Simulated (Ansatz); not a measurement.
2 structures of YZn, a ranking of polymorphs by energy

Run with the Python package of Ansatz (0.2.0).

`polymorphs.py`
```python
# -*- coding: utf-8 -*-
'''Relative energies of YZn phases, at the given cells.'''

import logging
import sys

import ansatz as az
import numpy as np
import pandas as pd
import spglib

logging.basicConfig(stream=sys.stdout, format='%(levelname)s:%(name)s:%(message)s')
logger = logging.getLogger('yzn')
logger.setLevel(logging.INFO)

PHASES = {
    'Fm-3m': (
        [(0.0, 2.962987, 2.962987), (2.962987, 0.0, 2.962987), (2.962987, 2.962987, 0.0)],
        [
            ('Y', (0.0, 0.0, 0.0)),
            ('Zn', (0.5, 0.5, 0.5)),
        ],
    ),
    'Pm-3m': (
        [(3.56, 0.0, 0.0), (0.0, 3.56, 0.0), (0.0, 0.0, 3.56)],
        [
            ('Y', (0.0, 0.0, 0.0)),
            ('Zn', (0.5, 0.5, 0.5)),
        ],
    ),
}


def build(vectors, sites):
    crystal = az.Crystal(lattice=az.Lattice.of(vectors))
    for symbol, position in sites:
        crystal = crystal.atom(symbol, position)
    return crystal


def compute(name, crystal):
    calc = (
        crystal.calculation()
        .functional('r2scan', dispersion='d4')
        .scf(max_iterations=100, extra_bands=12)
        .basis(380)
        .kpoints(spacing=0.26)
        .occupations('gaussian', width=0.05)
        .stress()
        .band_table()
    )
    return calc.run()


def pressure_gpa(outcome):
    return float(np.trace(outcome.report['stress_gpa']) / 3)


def volume_per_atom(outcome):
    return abs(np.linalg.det(outcome.lattice.cell_ang)) / len(outcome.lattice.sites)


def space_group(outcome):
    sites = outcome.report['lattice']['sites']
    kinds = sorted({site['symbol'] for site in sites})
    cell = (outcome.lattice.cell_ang, [site['position_frac'] for site in sites], [kinds.index(site['symbol']) for site in sites])
    return spglib.get_spacegroup(cell, symprec=0.01)


def main():
    phases = {name: build(*cell) for name, cell in PHASES.items()}

    done = {name: compute(name, crystal) for name, crystal in phases.items()}

    energy = {name: o.report['energy_sigma0_ev'] / len(o.lattice.sites) for name, o in done.items()}
    lowest = min(energy.values())
    rows = [(name, len(o.lattice.sites), 1000 * (energy[name] - lowest), pressure_gpa(o), volume_per_atom(o), space_group(o)) for name, o in done.items()]
    rows.sort(key=lambda row: row[2])
    print(pd.DataFrame(rows, columns=['phase', 'atoms', 'dE (meV/atom)', 'P (GPa)', 'V (A^3/atom)', 'space group']).round(4).to_string(index=False))
    print('lowest in energy:', rows[0][0])


if __name__ == '__main__':
    main()
```

```console
$ python polymorphs.py
DeckWarning: basis.ecutwfc = 380 eV is below the records' recommended 500 eV, and the density's cutoff is lower with it unless basis.ecutrho_ratio is high enough to keep the records' density cutoff: compare with a run at a higher cutoff
phase  atoms  dE (meV/atom)  P (GPa)  V (A^3/atom) space group
Pm-3m      2         0.0000  -0.4340       22.5590 Pm-3m (221)
Fm-3m      2       309.5177  -1.3077       26.0129 Fm-3m (225)
lowest in energy: Pm-3m
```
(Warnings from the package without file and line.)

By space group at the end of each run: Pm-3m (+0 meV an atom, 22.6 Å³) and Fm-3m (+310 meV an atom, 26.0 Å³).

Notes:
- The settings weren't tested for convergence.
- The cutoff lies under the one recommended for these potentials.
- No spin polarisation was allowed.
- Under the recommended cutoff a pressure can be off by several GPa, even in sign.
- Dispersion corrections can be off by several per cent in the lattices of metals, and by several GPa in the pressure at a fixed cell.
- Pressure is positive in compression.
- The cells come from databases of deposited and of computed structures, and not all need be stable phases.
- The ranking holds among these structures alone, at zero temperature; the ground state may be another structure. Differences under about 40 meV an atom lie within the error of mesh and functional.
- Wall time of the script: 6.5 s on 1 thread of Arm Neoverse V1, on a shared host, peak memory 0.49 GiB.
